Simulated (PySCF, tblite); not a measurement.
# C₄H₁₂N₂Si: dynamics, then NMR shifts on frames, part 2 of 2

tblite 0.8.0 and PySCF 2.14.0. Atoms count from 0.

**5. Nuclear shieldings: 625 fs, PBE0/pcSseg-1**

What the job is given:

```
{"job": {"kind": "nmr", "xc": "PBE0", "basis": "pcSseg-1", "pop": false}, "charge": 0, "multiplicity": 1}
N      3.471700     1.019100     0.502200
Si     2.732900    -0.483600     0.833800
N      1.215000    -0.101000     0.017700
C     -0.036100    -0.701700     0.206500
C     -1.310600    -0.137100    -0.460300
C     -1.927400     0.213900     0.923500
C     -0.788200    -0.568400     1.546100
H      4.498100     1.257900     0.452200
H      3.026800     1.793900     0.977800
H      2.611500    -0.816300     2.278600
H      3.382400    -1.625100     0.285800
H      1.082100     0.832000     0.091900
H      0.089500    -1.689700     0.000800
H     -1.285600     0.753800    -1.088000
H     -1.767600    -0.966300    -0.956800
H     -1.875100     1.209500     1.233900
H     -2.900000    -0.286100     1.174900
H     -0.152400     0.053200     2.281800
H     -1.097000    -1.461000     2.035800
```

With the program's defaults for keys left out, this is: GIAO PBE0/pcSseg-1 NMR shielding, non-relativistic, gas phase.

What it wrote:

```text
coarse grid: 15536 points
cycle   1  E = -558.0082454676  dE =  9.131e-01  |g| = 5.928e-01  |ddm| = 3.894e+00
cycle   2  E = -557.9575193909  dE =  5.073e-02  |g| = 7.664e-01  |ddm| = 1.278e+00
cycle   3  E = -558.0896886212  dE = -1.322e-01  |g| = 5.891e-02  |ddm| = 7.949e-01
cycle   4  E = -558.0903483647  dE = -6.597e-04  |g| = 2.584e-02  |ddm| = 8.021e-02
cycle   5  E = -558.0904936253  dE = -1.453e-04  |g| = 7.926e-03  |ddm| = 2.868e-02
cycle   6  E = -558.0905070412  dE = -1.342e-05  |g| = 1.673e-03  |ddm| = 7.954e-03
cycle   7  E = -558.0905075969  dE = -5.557e-07  |g| = 4.302e-04  |ddm| = 1.751e-03
final grid: 143208 points
cycle   8  E = -558.1282811131  dE = -4.330e-05  |g| = 9.413e-03  |ddm| = 3.039e-02
cycle   9  E = -558.1282673854  dE =  1.373e-05  |g| = 1.225e-02  |ddm| = 1.961e-02
cycle  10  E = -558.1283023241  dE = -3.494e-05  |g| = 5.335e-04  |ddm| = 1.109e-02
cycle  11  E = -558.1283023737  dE = -4.954e-08  |g| = 2.572e-04  |ddm| = 6.981e-04
cycle  12  E = -558.1283023878  dE = -1.408e-08  |g| = 5.710e-05  |ddm| = 2.472e-04
cycle  13  E = -558.1283023884  dE = -6.728e-10  |g| = 1.427e-05  |ddm| = 7.025e-05
converged SCF energy = -558.1283023884

GIAO shielding tensors (ppm)
atom      isotropic    diamagn.    paramagn.     s11        s22        s33       span
  0 N      253.153     316.203     -63.051    214.536    249.933    294.989     80.454
  1 Si     388.273     879.916    -491.643    353.381    376.359    435.078     81.697
  2 N      215.477     322.083    -106.606    163.576    208.645    274.209    110.634
  3 C      148.394     241.715     -93.322    120.751    156.796    167.634     46.883
  4 C      156.356     246.599     -90.243    122.086    158.978    188.003     65.917
  5 C      173.533     251.513     -77.980    162.879    174.537    183.185     20.306
  6 C      146.278     254.070    -107.792    115.877    149.929    173.027     57.150
  7 H       29.850      25.633       4.217     22.821     24.795     41.935     19.114
  8 H       31.858      32.217      -0.360     23.723     30.517     41.333     17.610
  9 H       26.226      29.424      -3.198     22.985     25.019     30.674      7.689
 10 H       27.246      29.712      -2.466     24.184     24.777     32.777      8.593
 11 H       34.035      39.883      -5.848     24.724     36.572     40.809     16.085
 12 H       30.298      34.060      -3.762     24.790     31.417     34.686      9.897
 13 H       29.425      30.395      -0.969     25.485     27.727     35.064      9.580
 14 H       29.000      30.709      -1.708     25.460     27.347     34.194      8.735
 15 H       30.631      32.232      -1.600     26.851     29.345     35.698      8.846
 16 H       29.356      28.963       0.393     25.564     26.880     35.625     10.061
 17 H       28.918      31.269      -2.351     25.304     28.422     33.027      7.723
 18 H       29.326      32.823      -3.498     25.887     28.602     33.488      7.601
```

Wall time 23 s (1 thread of Intel Xeon Platinum 8488C, shared host); peak memory 0.88 GiB.

This run: δ C6 40.6, C3 38.5, C4 30.6, C5 13.4, H9 5.49, H10 4.47 ppm.

**6. Shielding tensors: 800 fs, PBE0/pcSseg-1**

What the job is given:

```
{"job": {"kind": "nmr", "xc": "PBE0", "basis": "pcSseg-1", "pop": false}, "charge": 0, "multiplicity": 1}
N      3.755600     0.691700     0.266400
Si     2.593500    -0.545400     0.200600
N      1.307900     0.532000     0.270300
C     -0.070900     0.273200     0.501200
C     -1.344800     0.860100    -0.245200
C     -2.114000     0.816300     1.096900
C     -0.704400     0.767900     1.817400
H      3.806200     1.639200    -0.147200
H      4.666300     0.424000     0.612300
H      2.684700    -1.633600     1.131200
H      2.322900    -1.064800    -1.080300
H      1.601600     1.500000     0.487700
H     -0.081100    -0.855400     0.599600
H     -1.266600     1.956400    -0.461100
H     -1.775900     0.399100    -1.154700
H     -2.670100     1.692600     1.345800
H     -2.674900    -0.161000     1.295600
H     -0.423700     1.699500     2.359400
H     -0.539600    -0.108100     2.496900
```

Method: GIAO PBE0/pcSseg-1 NMR shielding, non-relativistic, gas phase.

What it wrote:

```text
coarse grid: 15536 points
cycle   1  E = -558.0041508651  dE =  7.396e-01  |g| = 5.911e-01  |ddm| = 3.835e+00
cycle   2  E = -557.9550223574  dE =  4.913e-02  |g| = 7.656e-01  |ddm| = 1.321e+00
cycle   3  E = -558.0847178270  dE = -1.297e-01  |g| = 5.511e-02  |ddm| = 8.212e-01
cycle   4  E = -558.0852534598  dE = -5.356e-04  |g| = 2.828e-02  |ddm| = 8.222e-02
cycle   5  E = -558.0854355791  dE = -1.821e-04  |g| = 7.131e-03  |ddm| = 2.999e-02
cycle   6  E = -558.0854465787  dE = -1.100e-05  |g| = 1.864e-03  |ddm| = 7.874e-03
cycle   7  E = -558.0854472749  dE = -6.962e-07  |g| = 4.682e-04  |ddm| = 1.924e-03
final grid: 143208 points
cycle   8  E = -558.1221045253  dE = -3.070e-05  |g| = 8.555e-03  |ddm| = 3.208e-02
cycle   9  E = -558.1220931129  dE =  1.141e-05  |g| = 1.118e-02  |ddm| = 1.828e-02
cycle  10  E = -558.1221221353  dE = -2.902e-05  |g| = 4.301e-04  |ddm| = 1.010e-02
cycle  11  E = -558.1221221690  dE = -3.377e-08  |g| = 1.992e-04  |ddm| = 5.900e-04
cycle  12  E = -558.1221221775  dE = -8.495e-09  |g| = 4.975e-05  |ddm| = 1.948e-04
cycle  13  E = -558.1221221781  dE = -5.380e-10  |g| = 1.405e-05  |ddm| = 6.271e-05
converged SCF energy = -558.1221221781

GIAO shielding tensors (ppm)
atom      isotropic    diamagn.    paramagn.     s11        s22        s33       span
  0 N      257.543     312.803     -55.260    215.376    258.820    298.435     83.059
  1 Si     391.846     881.698    -489.852    329.686    394.322    451.531    121.845
  2 N      200.540     321.716    -121.176    130.889    190.056    280.674    149.785
  3 C      126.660     237.046    -110.387     94.412    140.556    145.011     50.599
  4 C      142.340     245.027    -102.687    114.344    140.826    171.851     57.507
  5 C      166.638     253.736     -87.098    160.342    167.348    172.223     11.881
  6 C      143.802     254.015    -110.213    109.532    140.638    181.234     71.702
  7 H       30.012      29.377       0.635     22.536     28.085     39.415     16.880
  8 H       31.829      26.252       5.577     23.985     26.863     44.639     20.654
  9 H       26.745      30.672      -3.927     23.453     24.614     32.167      8.714
 10 H       26.788      32.254      -5.467     22.657     25.197     32.509      9.852
 11 H       31.178      35.704      -4.526     21.868     32.828     38.837     16.969
 12 H       27.362      31.731      -4.369     22.883     28.553     30.648      7.765
 13 H       28.661      30.593      -1.932     25.655     28.214     32.114      6.459
 14 H       28.797      29.720      -0.923     24.951     26.136     35.305     10.355
 15 H       30.428      30.650      -0.222     26.398     27.772     37.113     10.715
 16 H       28.719      29.004      -0.285     25.289     26.425     34.442      9.154
 17 H       28.988      31.510      -2.522     25.809     28.559     32.594      6.785
 18 H       27.901      30.921      -3.020     24.307     26.283     33.114      8.807
```

Wall time 22 s (1 thread of Intel Xeon Platinum 8488C, shared host); peak memory 0.88 GiB.

This run: δ C3 60.3, C4 44.6, C6 43.1, C5 20.3, H9 4.97, H10 4.93 ppm.

**7. NMR shieldings: 1000 fs, PBE0/pcSseg-1**

What the job is given:

```
{"job": {"kind": "nmr", "xc": "PBE0", "basis": "pcSseg-1", "pop": false}, "charge": 0, "multiplicity": 1}
N      3.946900     1.001200    -0.226500
Si     2.784300    -0.227800    -0.080000
N      1.377000     0.504300     0.550900
C      0.023100     0.012900     0.626100
C     -0.774900     0.045300    -0.616000
C     -1.973300     0.690200     0.211200
C     -0.840900     1.233800     1.056900
H      4.843100     0.854700     0.162100
H      3.525900     1.933000    -0.008300
H      3.158800    -1.332200     0.930800
H      2.243200    -0.669600    -1.460800
H      1.530500     1.363000     1.270900
H     -0.015600    -0.895900     1.217000
H     -0.455200     0.722200    -1.299700
H     -0.869800    -0.926300    -1.165100
H     -2.631100     1.332400    -0.312900
H     -2.563600    -0.161600     0.740700
H     -0.482400     2.216400     0.722400
H     -1.002400     1.332400     2.196700
```

Level: GIAO PBE0/pcSseg-1 NMR shielding, non-relativistic, gas phase.

What it wrote:

```text
coarse grid: 15536 points
cycle   1  E = -557.9995631545  dE =  7.669e-01  |g| = 5.915e-01  |ddm| = 3.825e+00
cycle   2  E = -557.9430567187  dE =  5.651e-02  |g| = 7.855e-01  |ddm| = 1.291e+00
cycle   3  E = -558.0811649605  dE = -1.381e-01  |g| = 5.407e-02  |ddm| = 8.107e-01
cycle   4  E = -558.0816303422  dE = -4.654e-04  |g| = 2.930e-02  |ddm| = 8.069e-02
cycle   5  E = -558.0818097045  dE = -1.794e-04  |g| = 8.228e-03  |ddm| = 3.192e-02
cycle   6  E = -558.0818234852  dE = -1.378e-05  |g| = 1.966e-03  |ddm| = 8.064e-03
cycle   7  E = -558.0818242841  dE = -7.990e-07  |g| = 4.126e-04  |ddm| = 1.827e-03
final grid: 143208 points
cycle   8  E = -558.1195358726  dE = -3.733e-05  |g| = 8.885e-03  |ddm| = 3.237e-02
cycle   9  E = -558.1195218795  dE =  1.399e-05  |g| = 1.190e-02  |ddm| = 1.880e-02
cycle  10  E = -558.1195548054  dE = -3.293e-05  |g| = 5.651e-04  |ddm| = 1.080e-02
cycle  11  E = -558.1195548582  dE = -5.283e-08  |g| = 2.705e-04  |ddm| = 8.321e-04
cycle  12  E = -558.1195548731  dE = -1.490e-08  |g| = 6.569e-05  |ddm| = 2.770e-04
cycle  13  E = -558.1195548740  dE = -8.881e-10  |g| = 1.721e-05  |ddm| = 8.042e-05
converged SCF energy = -558.1195548740

GIAO shielding tensors (ppm)
atom      isotropic    diamagn.    paramagn.     s11        s22        s33       span
  0 N      254.235     319.057     -64.822    206.988    266.008    289.709     82.721
  1 Si     389.357     881.891    -492.535    360.336    384.547    423.186     62.849
  2 N      178.469     324.824    -146.354     97.051    188.281    250.075    153.024
  3 C      140.252     243.624    -103.371    116.305    135.918    168.533     52.228
  4 C      153.175     247.377     -94.202    138.418    143.802    177.305     38.887
  5 C      162.212     253.220     -91.008    151.032    165.666    169.938     18.906
  6 C      139.064     252.120    -113.056    113.475    129.060    174.659     61.184
  7 H       31.574      28.547       3.027     24.550     26.461     43.710     19.160
  8 H       30.580      30.663      -0.083     22.989     29.361     39.391     16.401
  9 H       25.210      28.981      -3.771     21.803     23.145     30.682      8.878
 10 H       25.504      30.331      -4.827     21.942     24.892     29.677      7.736
 11 H       29.063      31.847      -2.784     21.022     31.239     34.929     13.906
 12 H       28.053      32.141      -4.088     22.570     29.066     32.524      9.954
 13 H       31.217      34.392      -3.175     29.003     30.598     34.050      5.047
 14 H       28.866      30.660      -1.795     24.795     26.213     35.589     10.794
 15 H       30.460      31.478      -1.019     26.205     27.627     37.547     11.342
 16 H       28.260      29.294      -1.034     24.925     26.196     33.659      8.734
 17 H       29.468      32.871      -3.403     27.257     29.253     31.893      4.636
 18 H       27.836      29.475      -1.639     24.733     25.426     33.350      8.616
```

It took 23 s on 1 thread of Intel Xeon Platinum 8488C, shared host; peak memory 0.88 GiB.

This run: δ C6 47.9, C3 46.7, C4 33.8, C5 24.7, H9 6.51, H10 6.21 ppm.

**8. Comparing the runs: NMR shifts**

Shifts (ppm) of some atoms, chosen among heavy atoms and hydrogens apart, with basis size and wall time:

| frame | C3 | C4 | C6 | C5 | H12 | H11 | N2 | functions | time |
| --- | --- | --- | --- | --- | --- | --- | --- | --- | --- |
| 250 fs | 45.6 | 39.2 | 28.4 | 14.3 | 2.42 | 1.98 | 63.0 | 186 | 23 s |
| 425 fs | 55.9 | 26.3 | 40.5 | 31.1 | 5.51 | -0.24 | 60.4 | 186 | 22 s |
| 625 fs | 38.5 | 30.6 | 40.6 | 13.4 | 1.42 | -2.32 | 52.3 | 186 | 23 s |
| 800 fs | 60.3 | 44.6 | 43.1 | 20.3 | 4.36 | 0.54 | 67.2 | 186 | 22 s |
| 1000 fs | 46.7 | 33.8 | 47.9 | 24.7 | 3.66 | 2.65 | 89.3 | 186 | 23 s |

**9. Results**

The summary covers parts 1 to 2.

| quantity | value |
| --- | --- |
| thermostat | 600 K |
| mean temperature, second half | 563 K |
| mean potential energy above the minimum | 1.16 eV |
| ¹³C shifts against TMS (PBE0/pcSseg-1, 250 fs) | 45.6, 39.2, 28.4, 14.3 ppm |
| ¹H shifts against TMS (PBE0/pcSseg-1, 250 fs) | 5.14, 4.58, 3.97, 2.74, 2.45, 2.42, 1.98, 1.69, 0.67, 0.58, -0.22, -0.23 ppm |
| ¹⁵N shifts against NH3 (PBE0/pcSseg-1, 250 fs) | 63.0, 9.0 ppm |
| ²⁹Si shifts against TMS (PBE0/pcSseg-1, 250 fs) | -36.2 ppm |
| range of the shift of N2 | 52.3 to 89.3 ppm |

In words: In the second half the potential energy averages 1.16 eV above the minimum; equipartition over 51 harmonic modes at 600 K would give 1.32 eV. With 19 atoms the temperature swings widely (287 to 999 K). Shifts at one fixed geometry are not the observed spectrum, which averages over the motion. In the first frame run (250 fs): The largest span, 127 ppm, is at N2, where the paramagnetic term is -122 ppm. Across the 5 runs the shift of N2 moves most, between 52.3 (625 fs) and 89.3 ppm (1000 fs).
